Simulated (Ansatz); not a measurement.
# CH₈BNSi: up Jacob's ladder to CCSD(T)

One table from this session's results is given with a row withheld; the runs are named, their logs left out.

Computed with Ansatz 0.2.0, Gaussian basis. Level: functionals in def2-TZVPP, the program's frozen cores in correlated methods.

The runs, in order: LDA (SPW92), PBE-D4, revPBE-D4, BLYP-D4, r2SCAN-D4, B97M-V, PBE0-D4, B3LYP-D4, r2SCANh-D4, r2SCAN0-D4, HSE06-D4, BHLYP-D4, CAM-B3LYP-D4, LC-ωPBE, ωB97X-V, ωB97M-V, B2PLYP, PBE-QIDH; CCSD(T)/def2-SVP; CCSD(T)/def2-TZVPP; MP2/def2-QZVPP; extrapolation to the limit; RPA on PBE.

### Structure used throughout

All runs share one geometry, relaxed beforehand with PBE0-D4 in a triple-zeta def2 set.

SMILES `B[SiH2]CN`, 12 atoms, charge 0, spin multiplicity 1.

Atoms are counted from 1 here; the program's logs count them from 0.

Bond lengths: B1–Si2 2.009 Å, B1–H5 1.197 Å, B1–H6 1.197 Å, Si2–C3 1.887 Å, Si2–H7 1.491 Å, Si2–H8 1.500 Å, C3–N4 1.457 Å, C3–H9 1.103 Å, C3–H10 1.096 Å, N4–H11 1.012 Å, N4–H12 1.012 Å. Angles: Si2–B1–H5 123.2°, Si2–B1–H6 119.9°, H5–B1–H6 116.9°, B1–Si2–C3 114.5°, B1–Si2–H7 110.7°, B1–Si2–H8 106.1°, C3–Si2–H7 110.3°, C3–Si2–H8 108.3°, H7–Si2–H8 106.7°, Si2–C3–N4 111.4°, Si2–C3–H9 108.3°, Si2–C3–H10 107.1°, N4–C3–H9 114.9°, N4–C3–H10 108.8°, H9–C3–H10 106.0°, C3–N4–H11 111.4°, C3–N4–H12 111.0°, H11–N4–H12 107.2°.

Set-up of the first run:

in.yaml reads:

```yaml
crystal:
  periodic: [false, false, false]
  atoms:
    - {symbol: B, position_ang: [-0.945068, 2.181468, 0.010142]}
    - {symbol: Si, position_ang: [-0.595317, 0.281954, 0.563051]}
    - {symbol: C, position_ang: [0.822019, -0.553798, -0.360803]}
    - {symbol: N, position_ang: [0.953428, -1.953350, 0.020619]}
    - {symbol: H, position_ang: [-0.415382, 2.697857, -0.931106]}
    - {symbol: H, position_ang: [-1.734095, 2.844401, 0.618455]}
    - {symbol: H, position_ang: [-0.375552, 0.194773, 2.035422]}
    - {symbol: H, position_ang: [-1.856898, -0.474036, 0.270669]}
    - {symbol: H, position_ang: [0.683536, -0.377637, -1.440660]}
    - {symbol: H, position_ang: [1.741683, -0.025191, -0.084748]}
    - {symbol: H, position_ang: [1.697395, -2.408031, -0.493957]}
    - {symbol: H, position_ang: [0.101251, -2.463511, -0.172783]}
basis:
  gaussian: {orbitals: def2-TZVPP}
hamiltonian: {xc: lda}
output: {orbitals: {seedname: orbitals}}
```

On the command line:

```console
> ansatz run in.yaml --threads 2 --pin off --events-out ev --progress --plain --max-ram 4352MiB
```

Among the steps run: LDA; PBE-D4 (GGA); revPBE-D4 (GGA); BLYP-D4 (GGA); r2SCAN-D4 (meta-GGA); B97M-V (meta-GGA); PBE0-D4 (hybrid); B3LYP-D4 (hybrid); r2SCANh-D4 (hybrid); r2SCAN0-D4 (hybrid); HSE06-D4 (hybrid); BHLYP-D4 (hybrid); CAM-B3LYP-D4 (range-separated); LC-ωPBE (range-separated); ωB97X-V (range-separated); ωB97M-V (range-separated); B2PLYP (double hybrid); PBE-QIDH (double hybrid).

One table of the session follows, with a row left open; its other results are not shown here.

It belongs to the step «Orbital energies across the functionals». 

```
  functional  HOMO (eV)  LUMO (eV)  gap (eV)
 LDA (SPW92)      -5.55      -3.60      1.94
      PBE-D4      -5.44      -3.34      2.10
   revPBE-D4      -5.39      -3.22      2.17
     BLYP-D4      -5.33      -3.17      2.17
   r2SCAN-D4      -5.72      -3.00      2.72
      B97M-V      -5.91      -3.15      2.76
     PBE0-D4      -6.88      -2.34      4.54
    B3LYP-D4      -6.65      -2.55      4.10
  r2SCANh-D4      -6.26      -2.65      3.61
  r2SCAN0-D4      -7.08      -2.14      4.94
    HSE06-D4      -6.47      -2.72      3.75
    BHLYP-D4      -8.27      -1.27      7.00
CAM-B3LYP-D4      -8.31      -1.22      7.10
     LC-ωPBE          ?          ?         ?
     ωB97X-V      -9.35      -0.13      9.22
     ωB97M-V      -9.27      -0.39      8.88
```

**Question.** Estimate the row for LC-ωPBE.

**Answer.** HOMO (eV): -9.69; LUMO (eV): -0.01; gap (eV): 9.68. In the column «HOMO (eV)» it is the lowest.
